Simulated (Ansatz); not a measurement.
**SnH4Se3: basis-set convergence**

Aim: see how fast density functionals converge with the basis set for SnH4Se3.

Method: one geometry, several basis sets; program: Ansatz 0.2.0, Gaussian basis.

Levels to be run: PBE0-D4/def2-SVP; ωB97M-V/def2-SVP; PBE0-D4/def2-QZVPP; ωB97M-V/def2-QZVPP; the functionals' def2-TZVPP values are taken from earlier runs.

1 further run of the same task is left out (for a known fault of the program). Runs told in other sessions of the task aren't counted.

### Step 1. The relaxed structure

The geometry comes from an earlier relaxation with PBE0-D4 in a triple-zeta def2 set; it is a stationary point, not always the lowest conformer. Sn takes the def2 core potential; no spin-orbit term is included.

SMILES `[SeH][SnH]([SeH])[SeH]`, 8 atoms, charge 0, spin multiplicity 1.

Atoms are counted from 1 here; the program's logs count them from 0.

Bond lengths: Se1–Sn2 2.525 Å, Se1–H5 1.471 Å, Sn2–Se3 2.523 Å, Sn2–Se4 2.527 Å, Sn2–H6 1.707 Å, Se3–H7 1.469 Å, Se4–H8 1.470 Å. Angles: Sn2–Se1–H5 91.5°, Se1–Sn2–Se3 107.4°, Se1–Sn2–Se4 105.3°, Se1–Sn2–H6 113.6°, Se3–Sn2–Se4 112.7°, Se3–Sn2–H6 106.7°, Se4–Sn2–H6 111.2°, Sn2–Se3–H7 91.0°, Sn2–Se4–H8 91.8°.

### Step 2. PBE0-D4 in def2-SVP

Contents of in.yaml:

```yaml
crystal:
  periodic: [false, false, false]
  atoms:
    - {symbol: Se, position_ang: [-0.614715, 1.558321, -1.838105]}
    - {symbol: Sn, position_ang: [0.093353, 0.394363, 0.287851]}
    - {symbol: Se, position_ang: [2.577404, -0.019698, 0.132164]}
    - {symbol: Se, position_ang: [-1.251568, -1.744537, 0.354855]}
    - {symbol: H, position_ang: [-2.036791, 1.401233, -1.497626]}
    - {symbol: H, position_ang: [-0.160138, 1.328464, 1.694519]}
    - {symbol: H, position_ang: [2.374694, -0.992798, -0.949606]}
    - {symbol: H, position_ang: [-0.890140, -1.982449, 1.760147]}
basis:
  gaussian: {orbitals: def2-SVP}
hamiltonian: {xc: pbe0, dispersion: d4}
output: {orbitals: {seedname: orbitals}}
```

Run with:

```
$ ansatz run in.yaml --threads 4 --pin off --events-out ev --progress --plain --max-ram 11315MiB
```

The runs that follow: ωB97M-V in def2-SVP; PBE0-D4 in def2-QZVPP; ωB97M-V in def2-QZVPP.

**Question.** What will the summary of the whole plan be? Wanted: PBE0-D4: double and triple zeta above quadruple; ωB97M-V: double and triple zeta above quadruple.

As calculated:

| quantity | value |
| --- | --- |
| PBE0-D4: double and triple zeta above quadruple | 28.56, 4.19 eV |
| ωB97M-V: double and triple zeta above quadruple | 28.37, 4.06 eV |

PBE0-D4 gains 24.37 eV from double to triple zeta, then 4.19 eV more. Total energies overstate the basis error of differences, where much of it tends to cancel.
